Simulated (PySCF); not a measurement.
# NCBClH in PySCF: settings compared

Aim: see how the results for NCBClH move with the level of theory and the settings. Levels: revPBE+D3(BJ), M06-2X+D3. Tasks: atomic charges.

All numbers are computed with PySCF 2.14.0; they aren't measurements. Logs are shortened: lines on timing, memory, paths and dates and some standing lists are left out, and cuts for length are marked.

## 1. Starting point

The cell holds a molecule in a box, 5 atoms: a = 12.000 Å, b = 12.000 Å, c = 12.000 Å, α = 90.00°, β = 90.00°, γ = 90.00°.

## 2. Atomic charges, revPBE+D3(BJ)

run.py reads:

```python
import json
import numpy as np
from pyscf.pbc import gto, scf, dft, df
from pyscf.pbc.tools import pyscf_ase
from ase.io import read

atoms = read('BHCNCl.cif')
cell = pyscf_ase.cell_from_ase(atoms)
cell.basis = 'cc-pvdz'
cell.exp_to_discard = 0
cell.precision = 1e-08
cell.max_memory = 2520  # MB
cell.verbose = 4
cell.build()

res = {}
from pyscf.dispersion import dftd3
d = dftd3.DFTD3Dispersion(cell, xc='revpbe', version='d3bj', atm=False).get_dispersion(grad=True)
print('dispersion energy = %.10f' % d['energy'])
res['e_disp'] = float(d['energy'])

kpts = cell.make_kpts([1, 1, 1])
mf = dft.KRKS(cell, kpts, xc='GGA_X_PBE_R,GGA_C_PBE')
mf = mf.density_fit()
mf.with_df._cderi = 'cderi.h5'  # three-centre integrals saved by an earlier run on this cell, basis and mesh
mf.conv_tol = 1e-07
mf.max_cycle = 60

mf.kernel()
res.update(converged=bool(mf.converged), e_tot=mf.e_tot, nelec=cell.nelectron, nao=cell.nao, mesh=list(map(int, cell.mesh)), a=cell.lattice_vectors().tolist(), coords=cell.atom_coords().tolist(),
           mo_energy=[np.real(x).tolist() for x in mf.mo_energy], mo_occ=[np.real(x).tolist() for x in mf.mo_occ])
res.update(kpts=cell.get_scaled_kpts(kpts).tolist())
res['parts'] = {k: float(np.real(v)) for k, v in mf.scf_summary.items() if np.isscalar(v)}
json.dump(res, open('results.json', 'w'))
if not mf.converged:
    raise SystemExit('SCF not converged')

print('levels (eV)')
for i, kp in enumerate(res['kpts'][:40]):
    print('k %7.4f %7.4f %7.4f  ' % tuple(kp), ' '.join('%.3f' % (x * 27.211386) for x in res['mo_energy'][i][:23]))

# Mulliken populations
dm, s = np.asarray(mf.make_rdm1()), np.asarray(mf.get_ovlp())
sites = cell.aoslice_by_atom()[:, 2:]
tot = np.einsum('kij,kji->i', dm, s).real / len(kpts)
res['mulliken'] = [cell.atom_charge(i) - tot[a0:a1].sum() for i, (a0, a1) in enumerate(sites)]
print('Mulliken charges', np.round(res['mulliken'], 5))
res['meta_lowdin'] = mf.mulliken_meta()[1].tolist()
res['done'] = True
json.dump(res, open('results.json', 'w'))
```

BHCNCl.cif reads:

```cif
data_BHCNCl
_cell_length_a 12.00000000
_cell_length_b 12.00000000
_cell_length_c 12.00000000
_cell_angle_alpha 90.00000000
_cell_angle_beta 90.00000000
_cell_angle_gamma 90.00000000
_space_group_name_H-M_alt 'P1'
_space_group_name_Hall 'P 1'
_space_group_IT_number 1
loop_
_space_group_symop_operation_xyz
'x,y,z'
loop_
_atom_site_label
_atom_site_type_symbol
_atom_site_symmetry_multiplicity
_atom_site_Wyckoff_symbol
_atom_site_fract_x
_atom_site_fract_y
_atom_site_fract_z
_atom_site_occupancy
N1 N 1 a 0.6114041700 0.3790583300 0.6026000000 1
C1 C 1 a 0.5664208300 0.4440750000 0.5481000000 1
B1 B 1 a 0.5089208300 0.5324583300 0.4766416700 1
Cl1 Cl 1 a 0.3907625000 0.4970833300 0.4030666700 1
H1 H 1 a 0.5448375000 0.6244416700 0.4715666700 1
```

Potentials or basis: cc-pvdz (all-electron).

Command:

```sh
> OMP_NUM_THREADS=2 python -u run.py > log
```

The log of the run:

```text
Discarded 0 diffused primitive functions, 0 contracted functions

PySCF version 2.14.0

[INPUT] verbose = 4
[INPUT] num. atoms = 5
[INPUT] num. electrons = 36
[INPUT] charge = 0
[INPUT] spin (= nelec alpha-beta = 2S) = 0
[INPUT] symmetry False subgroup None
[INPUT] Mole.unit = angstrom
[INPUT] Symbol           X                Y                Z      unit          X                Y                Z       unit  Magmom
[INPUT]  1 N      7.336850040000   4.548699960000   7.231200000000 AA   13.864637192604   8.595797147220  13.664987551955 Bohr   0.0
[INPUT]  2 C      6.797049960000   5.328900000000   6.577200000000 AA   12.844562879386  10.070161545195  12.429106666489 Bohr   0.0
[INPUT]  3 B      6.107049960000   6.389499960000   5.719700040000 AA   11.540651853436  12.074404997319  10.808666590264 Bohr   0.0
[INPUT]  4 Cl     4.689150000000   5.964999960000   4.836800040000 AA    8.861209257004  11.272216257442   9.140227394885 Bohr   0.0
[INPUT]  5 H      6.538050000000   7.493300040000   5.658800040000 AA   12.355123888713  14.160284844792  10.693582269278 Bohr   0.0

nuclear repulsion = 27.5184934787576
number of shells = 23
number of NR pGTOs = 126
number of NR cGTOs = 65
basis = cc-pvdz
ecp = {}
lattice vectors  a1 [22.676713495, 0.000000000, 0.000000000]
                 a2 [0.000000000, 22.676713495, 0.000000000]
                 a3 [0.000000000, 0.000000000, 22.676713495]
dimension = 3
low_dim_ft_type = None
Cell volume = 11661.1
exp_to_discard = 0
rcut = 24.518313901648384 (nimgs = [2 2 2])
precision = 1e-08
pseudo = None
ke_cutoff = 6452218.2542855255
    = [25931 25931 25931] mesh (17436439029491 PWs)
dispersion energy = -0.0088180676

******** <class 'pyscf.pbc.dft.krks.KRKS'> ********
method = KRKS
initial guess = minao
damping factor = 0
level_shift factor = 0
DIIS = <class 'pyscf.scf.diis.CDIIS'>
diis_start_cycle = 1
diis_space = 8
diis_damp = 0
SCF conv_tol = 1e-07
SCF conv_tol_grad = None
SCF max_cycles = 60
direct_scf = True
direct_scf_tol = 1e-13

******** PBC SCF flags ********
N kpts = 1
Exchange divergence treatment (exxdiv) = ewald
    madelung (= occupied orbital energy shift) = 0.12511943056182773
    Total energy shift due to Ewald probe charge = -1/2 * Nelec*madelung = -2.25214975011
DF object = <pyscf.pbc.df.df.GDF object>
XC functionals = GGA_X_PBE_R,GGA_C_PBE
small_rho_cutoff = 0
radial grids:
    Treutler-Ahlrichs [JCP 102, 346 (1995); DOI:10.1063/1.469408] (M4) radial grids

becke partition: Becke, JCP 88, 2547 (1988); DOI:10.1063/1.454033
pruning grids: <function nwchem_prune>
grids dens level: 3
symmetrized grids: False
atomic radii adjust function: <function treutler_atomic_radii_adjust>
Set gradient conv threshold to 0.000316228

******** <class 'pyscf.pbc.df.rsdf_builder._RSNucBuilder'> ********
mesh = [45 45 45] (91125 PWs)
ke_cutoff = 18.57868094385515
omega = 0.5413047523121697
exclude_d_aux = False
exclude_dd_block = True
j2c_eig_always = False
has_long_range = True
tot grids = 70753
cell vol = 11661.122  sum(weights) = 11727.8552
nelec by numeric integration = 35.99999613317274
init E= -578.870672866362
  HOMO = -0.312289872405  LUMO = -0.144178364439  gap/eV = 4.57455
nelec by numeric integration = 35.99999600606479
cycle= 1 E= -578.398235727988  delta_E= 0.472  |g|= 0.29  |ddm|= 2.36
  HOMO = -0.227453020574  LUMO = -0.120746804534  gap/eV = 2.90362
nelec by numeric integration = 35.99999628225096
cycle= 2 E= -578.232944274898  delta_E= 0.165  |g|= 0.852  |ddm|= 0.786
  HOMO = -0.267269337982  LUMO = -0.118753311193  gap/eV = 4.04133
nelec by numeric integration = 35.99999619658262
cycle= 3 E= -578.417371271211  delta_E= -0.184  |g|= 0.132  |ddm|= 0.599
  HOMO = -0.281315284801  LUMO = -0.126724680858  gap/eV = 4.20662
nelec by numeric integration = 35.99999614871979
cycle= 4 E= -578.421522782597  delta_E= -0.00415  |g|= 0.027  |ddm|= 0.114
  HOMO = -0.281672192264  LUMO = -0.129278935352  gap/eV = 4.14683
nelec by numeric integration = 35.99999614520115
cycle= 5 E= -578.421693480658  delta_E= -0.000171  |g|= 0.0119  |ddm|= 0.0343
  HOMO = -0.281685808808  LUMO = -0.128062787289  gap/eV = 4.18030
nelec by numeric integration = 35.999996147572354
cycle= 6 E= -578.421738630655  delta_E= -4.51e-05  |g|= 0.00281  |ddm|= 0.014
  HOMO = -0.281320219488  LUMO = -0.128019648325  gap/eV = 4.17152
nelec by numeric integration = 35.9999961490319
cycle= 7 E= -578.421741242944  delta_E= -2.61e-06  |g|= 0.000602  |ddm|= 0.00361
  HOMO = -0.281363977216  LUMO = -0.128017414355  gap/eV = 4.17277
nelec by numeric integration = 35.999996148646055
cycle= 8 E= -578.421741352861  delta_E= -1.1e-07  |g|= 9.8e-05  |ddm|= 0.000664
  HOMO = -0.281357129665  LUMO = -0.128019893438  gap/eV = 4.17252
nelec by numeric integration = 35.99999614865817
cycle= 9 E= -578.421741355605  delta_E= -2.74e-09  |g|= 1.9e-05  |ddm|= 9.04e-05
  HOMO = -0.281359120059  LUMO = -0.128020251268  gap/eV = 4.17256
nelec by numeric integration = 35.999996148676175
Extra cycle  E= -578.421741355368  delta_E= 2.37e-10  |g|= 3.73e-05  |ddm|= 3.8e-05
converged SCF energy = -578.421741355368
levels (eV)
k  0.0000  0.0000  0.0000   -2740.605 -381.537 -270.273 -250.476 -191.037 -190.916 -190.799 -179.781 -22.737 -21.501 -14.760 -11.431 -10.489 -9.332 -8.628 -8.463 -8.222 -7.656 -3.484 -0.512 1.466 2.276 3.841
Mulliken charges [-0.10831  0.00323  0.08272  0.00616  0.01621]
 ** Mulliken pop on meta-lowdin orthogonal AOs **
 ** Mulliken pop  **
pop of  0 N 1s            1.99990
pop of  0 N 2s            1.57538
pop of  0 N 3s            0.01369
pop of  0 N 2px           1.12638
pop of  0 N 2py           1.25315
pop of  0 N 2pz           1.13450
pop of  0 N 3px           0.00127
pop of  0 N 3py           0.00184
pop of  0 N 3pz           0.00157
pop of  0 N 3dxy          0.00328
pop of  0 N 3dyz          0.00426
pop of  0 N 3dz^2         0.00172
pop of  0 N 3dxz          0.00252
pop of  0 N 3dx2-y2       0.00210
pop of  1 C 1s            1.99987
pop of  1 C 2s            0.98755
pop of  1 C 3s            0.01126
pop of  1 C 2px           0.96122
pop of  1 C 2py           0.99561
pop of  1 C 2pz           0.98620
pop of  1 C 3px           0.00633
pop of  1 C 3py           0.01112
pop of  1 C 3pz           0.00753
pop of  1 C 3dxy          0.00115
pop of  1 C 3dyz          0.00141
pop of  1 C 3dz^2         0.00069
pop of  1 C 3dxz          0.00092
pop of  1 C 3dx2-y2       0.00106
pop of  2 B 1s            1.99967
pop of  2 B 2s            0.85877
pop of  2 B 3s            0.00952
pop of  2 B 2px           0.61835
pop of  2 B 2py           0.93481
pop of  2 B 2pz           0.51107
pop of  2 B 3px           0.01335
pop of  2 B 3py           0.01196
pop of  2 B 3pz           0.00750
pop of  2 B 3dxy          0.00252
pop of  2 B 3dyz          0.00212
pop of  2 B 3dz^2         0.00159
pop of  2 B 3dxz          0.00251
pop of  2 B 3dx2-y2       0.00232
pop of  3 Cl 1s           2.00000
pop of  3 Cl 2s           1.99977
pop of  3 Cl 3s           1.79906
pop of  3 Cl 4s           0.00412
pop of  3 Cl 2px          1.99993
pop of  3 Cl 2py          1.99994
pop of  3 Cl 2pz          1.99993
pop of  3 Cl 3px          1.55124
pop of  3 Cl 3py          1.90187
pop of  3 Cl 3pz          1.68785
pop of  3 Cl 4px          0.00440
pop of  3 Cl 4py          0.00328
pop of  3 Cl 4pz          0.00278
pop of  3 Cl 3dxy         0.00208
pop of  3 Cl 3dyz         0.00099
pop of  3 Cl 3dz^2        0.00160
pop of  3 Cl 3dxz         0.00454
pop of  3 Cl 3dx2-y2      0.00314
pop of  4 H 1s            0.95216
pop of  4 H 2s            0.00946
pop of  4 H 2px           0.00034
pop of  4 H 2py           0.00184
pop of  4 H 2pz           0.00009
 ** Mulliken atomic charges  **
charge of    0N =     -0.12156
charge of    1C =      0.02806
charge of    2B =      0.02392
charge of    3Cl =      0.03347
charge of    4H =      0.03611
```

Wall time 14 s (2 threads of Intel Xeon at 2.70GHz, shared host); peak memory 1.9 GiB.

What came out:

```yaml
Free_energy: -15739.8974 eV
Gap_between_the_frontier_levels: 4.17 eV
Meta-löwdin_charges: N -0.12; C +0.03; B +0.02; Cl +0.03; H +0.04 e
Dispersion_energy_per_atom: -0.048 eV
```

Levels at points of the mesh, in eV from the valence-band top:
```
           k point  band 15  band 16  band 17  band 18  band 19  band 20
(0.00, 0.00, 0.00)    -0.97    -0.81    -0.57     0.00     4.17     7.14
```

Caveat: this is a molecule in a periodic box at the Γ point, so its band gap is the HOMO-LUMO gap; the energy listed adds the dispersion energy to the SCF energy of the log; population charges move with the basis; the basis of atomic orbitals isn't converged, which shifts pressures, moduli and gaps. revPBE gaps usually lie below the measured ones, often by a third to a half.

## 3. Atomic charges, M06-2X+D3

Changes to run.py since step 2:

```diff
@@ -17,3 +17,3 @@
 from pyscf.dispersion import dftd3
-d = dftd3.DFTD3Dispersion(cell, xc='revpbe', version='d3bj', atm=False).get_dispersion(grad=True)
+d = dftd3.DFTD3Dispersion(cell, xc='m062x', version='d3zero', atm=False).get_dispersion(grad=True)
 print('dispersion energy = %.10f' % d['energy'])
@@ -22,3 +22,3 @@
 kpts = cell.make_kpts([1, 1, 1])
-mf = dft.KRKS(cell, kpts, xc='GGA_X_PBE_R,GGA_C_PBE')
+mf = dft.KRKS(cell, kpts, xc='m062x', exxdiv='ewald')
 mf = mf.density_fit()
```

BHCNCl.cif is that of step 2.

Potentials or basis: cc-pvdz (all-electron).

Command:

```sh
> OMP_NUM_THREADS=2 python -u run.py > log
```

Run time: 17 s. Hardware: 2 threads of Intel Xeon at 2.70GHz, shared host; peak memory 1.9 GiB.

It converged, with:

* Free energy: -15741.3143 eV
* Gap between the frontier levels: 8.88 eV
* Meta-löwdin charges: N -0.12; C +0.01; B +0.08; Cl -0.00; H +0.04 e
* Dispersion energy per atom: 0.000 eV

Levels at points of the mesh, in eV from the valence-band top:
| k point | band 16 | band 17 | band 18 | band 19 | band 20 | band 21 |
| --- | --- | --- | --- | --- | --- | --- |
| (0.00, 0.00, 0.00) | -0.62 | -0.54 | 0.00 | 8.88 | 12.12 | 14.45 |

Caveat: this is a molecule in a periodic box at the Γ point, so its band gap is the HOMO-LUMO gap; the energy listed adds the dispersion energy to the SCF energy of the log; population charges move with the basis; the basis of atomic orbitals isn't converged, which shifts pressures, moduli and gaps.
